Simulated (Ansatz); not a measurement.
Predict the output of the script below (the Ansatz DFT code, driven from Python).

Script `la2cusi3.py`:
```python
"""Density difference of La2CuSi3 against its sublattices."""

import argparse
import warnings

import ansatz as az
import numpy as np

parser = argparse.ArgumentParser(description="Density difference of La2CuSi3 against its sublattices.")
parser.add_argument("--functional", default="lda", help="exchange-correlation functional")
parser.add_argument("--filling", default="gaussian", help="how the bands are filled")
parser.add_argument("--scf-tol", type=float, default=1e-10, help="SCF tolerance (eV)")
parser.add_argument("--cutoff", type=float, default=460.0, help="plane-wave cutoff (eV)")
parser.add_argument("--mesh", type=int, nargs=3, required=True, help="k-point sampling")
args = parser.parse_args()

VECTORS = np.array([
    [4.13034279, 0.0, 0.0],
    [-2.0651714, 3.57698179, 0.0],
    [0.0, 0.0, 8.69843487],
])
SITES = [
    ("La", (1 / 3, 2 / 3, 0.24623919)),
    ("La", (1 / 3, 2 / 3, 0.75376081)),
    ("Si", (2 / 3, 1 / 3, 0.5)),
    ("Si", (0.0, 0.0, 0.0)),
    ("Si", (0.0, 0.0, 0.5)),
    ("Cu", (2 / 3, 1 / 3, 0.0)),
]


def build(cell):
    crystal = az.Crystal(lattice=az.Lattice.of(cell))
    for symbol, position in SITES:
        crystal = crystal.atom(symbol, position)
    return crystal


def main() -> None:
    warnings.simplefilter("ignore", az.DeckWarning)

    # one cutoff and one grid for all runs, so that the fields can be subtracted
    def solve(crystal):
        return (
            crystal.calculation()
            .functional(args.functional)
            .occupations(args.filling)
            .scf(tolerance=args.scf_tol)
            .basis(args.cutoff, grid_basis="typed")  # cutoff of the orbital basis
            .kpoints(*args.mesh)  # the mesh must be finer for metals
            .density()  # keep the density on its grid
            .run(threads=1)
        )


    whole = solve(build(VECTORS))
    difference = whole.density().channels[0].density_e_per_ang3.copy()
    binding = whole.report["free_energy_ev"]
    for element in ["La", "Si", "Cu"]:
        part = az.Crystal(lattice=az.Lattice.of(VECTORS))
        for symbol, position in SITES:
            if symbol == element:
                part = part.atom(symbol, position)
        alone = solve(part)
        difference -= alone.density().channels[0].density_e_per_ang3
        binding -= alone.report["free_energy_ev"]
        print(f"{element} sublattice: {alone.report['n_electrons']:g} electrons, {alone.report['n_iterations']} iterations")

    voxel = abs(np.linalg.det(VECTORS)) / difference.size
    print(f"energy of the crystal less its unpolarised sublattices: {binding / len(SITES):.4f} eV/atom")
    print(f"net charge of the difference {difference.sum() * voxel:.5f} e, charge rearranged {0.5 * np.abs(difference).sum() * voxel:.3f} e")
    print(f"extremes {difference.min():.4f} and {difference.max():.4f} e/A^3")
    for (symbol, position) in SITES:
        index = tuple(int(round(p * n)) % n for p, n in zip(position, difference.shape))
        print(f"  change of the pseudo-density at the grid point nearest {symbol}: {difference[index]:+.4f} e/A^3")
    profile = difference.mean(axis=(0, 1))
    print("planar mean along the third vector:", np.round(profile[:: max(len(profile) // 12, 1)], 4))


if __name__ == "__main__":
    main()
```

Output of `python la2cusi3.py --mesh 7 7 3`:
```text
La sublattice: 22 electrons, 9 iterations
Si sublattice: 12 electrons, 10 iterations
Cu sublattice: 19 electrons, 10 iterations
energy of the crystal less its unpolarised sublattices: -2.7321 eV/atom
net charge of the difference 0.00000 e, charge rearranged 1.189 e
extremes -0.9556 and 0.0856 e/A^3
  change of the pseudo-density at the grid point nearest La: -0.0166 e/A^3
  change of the pseudo-density at the grid point nearest La: -0.0166 e/A^3
  change of the pseudo-density at the grid point nearest Si: -0.0194 e/A^3
  change of the pseudo-density at the grid point nearest Si: -0.0210 e/A^3
  change of the pseudo-density at the grid point nearest Si: -0.0202 e/A^3
  change of the pseudo-density at the grid point nearest Cu: -0.9556 e/A^3
planar mean along the third vector: [-0.0215  0.0147  0.0054 -0.0168 -0.0019  0.0157 -0.0108 -0.0042  0.015
 -0.0067 -0.0158  0.0109  0.0094]
```

Caveats:
- The mesh is modest for a metal, so energies can be off by several to tens of meV an atom and pressures by half a GPa or more; differences at equal mesh fare better.
- The fields are valence quantities on the plane-wave grid; their values near the nuclei depend on the potentials.
- This cell is a computed structure, which may not be the phase found in nature.
- Charge moved counts every rearrangement, bonding and polarisation too, and is no transfer between atoms; the bare sublattices are artificial references. Values near the nuclei depend on the potentials.
- Wall time of the script: 14 s on 1 thread of Arm Neoverse V2, on a shared host, peak memory 0.43 GiB.
